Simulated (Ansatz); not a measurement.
# BBrF2: one species, many methods

An exercise on one series of results from a longer session: the logs are not shown, and one member is left open.

Computed with Ansatz 0.2.0, Gaussian basis. Level: functionals in def2-TZVPP, the program's frozen cores in correlated methods.

Levels to be run: LDA (SPW92), PBE-D4, revPBE-D4, BLYP-D4, r2SCAN-D4, B97M-V, PBE0-D4, B3LYP-D4, r2SCANh-D4, r2SCAN0-D4, HSE06-D4, BHLYP-D4, CAM-B3LYP-D4, LC-ωPBE, ωB97X-V, ωB97M-V, B2PLYP, PBE-QIDH; CCSD(T)/def2-SVP; CCSD(T)/def2-TZVPP; MP2/def2-QZVPP; extrapolation to the limit; RPA on PBE.

### Structure used throughout

An earlier PBE0-D4 in a triple-zeta def2 set relaxation fixed the geometry.

SMILES `FB(F)Br`, 4 atoms, charge 0, spin multiplicity 1.

Atoms are counted from 1 here; the program's logs count them from 0.

Bond lengths: F1–B2 1.309 Å, B2–F3 1.309 Å, B2–Br4 1.903 Å. Angles: F1–B2–F3 119.2°, F1–B2–Br4 120.4°, F3–B2–Br4 120.4°.

As a file:

```xyz
4
charge 0, multiplicity 1
F    -0.2009   -1.3815   -0.1175
B    -0.1142   -0.0785   -0.0275
F    -1.1997    0.6437   -0.1434
Br    1.5701    0.7559    0.2683
```

The first run:

Contents of in.yaml:

```yaml
crystal:
  periodic: [false, false, false]
  atoms:
    - {symbol: F, position_ang: [-0.200871, -1.381466, -0.117516]}
    - {symbol: B, position_ang: [-0.114164, -0.078498, -0.027516]}
    - {symbol: F, position_ang: [-1.199664, 0.643720, -0.143426]}
    - {symbol: Br, position_ang: [1.570099, 0.755944, 0.268257]}
basis:
  gaussian: {orbitals: def2-TZVPP}
hamiltonian: {xc: lda}
output: {orbitals: {seedname: orbitals}}
```

Run with:

```bash
ansatz run in.yaml --threads 4 --pin off --events-out ev --progress --plain --max-ram 10444MiB
```

Among the steps run: LDA; PBE-D4 (GGA); revPBE-D4 (GGA); BLYP-D4 (GGA); r2SCAN-D4 (meta-GGA); B97M-V (meta-GGA); B3LYP-D4 (hybrid); r2SCANh-D4 (hybrid); r2SCAN0-D4 (hybrid); HSE06-D4 (hybrid); BHLYP-D4 (hybrid); CAM-B3LYP-D4 (range-separated); LC-ωPBE (range-separated); ωB97X-V (range-separated); ωB97M-V (range-separated); B2PLYP (double hybrid); PBE-QIDH (double hybrid).

One table of the session follows, with a row left open; its other results are not shown here.

It belongs to the step «Orbital energies across the functionals». 

| functional | HOMO (eV) | gap (eV) |
| --- | --- | --- |
| LDA (SPW92) | -7.88 | 6.11 |
| PBE-D4 | -7.70 | 6.27 |
| revPBE-D4 | ? | ? |
| BLYP-D4 | -7.52 | 6.23 |
| r2SCAN-D4 | -8.06 | 7.05 |
| B97M-V | -8.13 | 7.21 |
| PBE0-D4 | -9.08 | 8.68 |
| B3LYP-D4 | -8.80 | 8.14 |
| r2SCANh-D4 | -8.56 | 7.90 |
| r2SCAN0-D4 | -9.32 | 9.18 |
| HSE06-D4 | -8.68 | 7.89 |
| BHLYP-D4 | -10.29 | 10.97 |
| CAM-B3LYP-D4 | -10.45 | 11.18 |
| LC-ωPBE | -11.87 | 13.88 |
| ωB97X-V | -11.49 | 13.42 |
| ωB97M-V | -11.34 | 13.06 |

**Question.** Estimate the row for revPBE-D4.

The run gave: HOMO (eV): -7.63; gap (eV): 6.35. In the column «HOMO (eV)» it lies between PBE-D4 (-7.70) and BLYP-D4 (-7.52).
